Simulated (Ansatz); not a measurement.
# NbAs3Ru: the cost of one run

Program: Ansatz 0.2.0. Level of theory: DFT PBE, scalar-relativistic, plane waves, PAW. These are calculated values, not measurements.

### 1 The structure to begin with

It takes space group Pm-3m (No. 221, cubic). The conventional cell has a = 4.707 Å, b = 4.707 Å, c = 4.707 Å, α = 90.00°, β = 90.00°, γ = 90.00°. Around Nb (site symmetry m-3m) lie 12 As at 3.33 Å. As (site symmetry 4/mmm) has 2 Ru at 2.35 Å and 4 Nb at 3.33 Å as nearest neighbours. Ru (site symmetry m-3m) is surrounded by 6 As at 2.35 Å.

As a file:

```cif
data_structure
_symmetry_space_group_name_H-M 'P 1'
_symmetry_Int_Tables_number 1
_cell_length_a 4.7068
_cell_length_b 4.7068
_cell_length_c 4.7068
_cell_angle_alpha 90.000
_cell_angle_beta 90.000
_cell_angle_gamma 90.000
_cell_volume 104.27
loop_
_atom_site_label
_atom_site_type_symbol
_atom_site_fract_x
_atom_site_fract_y
_atom_site_fract_z
_atom_site_occupancy
Nb1 Nb 0.00000 0.00000 0.00000 1
As1 As 0.00000 0.50000 0.50000 1
As2 As 0.50000 0.00000 0.50000 1
As3 As 0.50000 0.50000 0.00000 1
Ru1 Ru 0.50000 0.50000 0.50000 1
```

Recipe of the guess: species swapped into a database cell of Ce3AlC (Pm-3m, No. 221), with As on the Ce sites, Nb on the Al sites and Ru on the C sites. The dimensions are guesses.

### 2 A first look at the guess

The input, input.yaml:

```yaml
crystal:
  lattice:
    - [4.70677432, 0.0, 0.0]
    - [0.0, 4.70677432, 0.0]
    - [0.0, 0.0, 4.70677432]
  atoms:
    - { symbol: Nb, position: [0.0, 0.0, 0.0] }
    - { symbol: As, position: [0.0, 0.5, 0.5] }
    - { symbol: As, position: [0.5, 0.0, 0.5] }
    - { symbol: As, position: [0.5, 0.5, 0.0] }
    - { symbol: Ru, position: [0.5, 0.5, 0.5] }
basis:
  ecutwfc: 420
kpoints:
  mp_grid: { grid: [4, 4, 4] }
hamiltonian:
  xc: pbe
scf:
  occupations: { method: gaussian, width: 0.1 }
  lower_state_search: "off"
output:
  forces: true
  stress: true
  eigenvalues: true
```

Started as:

```
$ ansatz run input.yaml --threads 1 --pin off --max-ram 2048MiB --backend cpu --events-out ev --progress --plain --runs-dir out
```

Q: Estimate wall time and peak memory on 1 thread of Intel Xeon 6975P-C (Granite Rapids), shared host.

About 1.6 s, with a peak of 0.45 GiB.
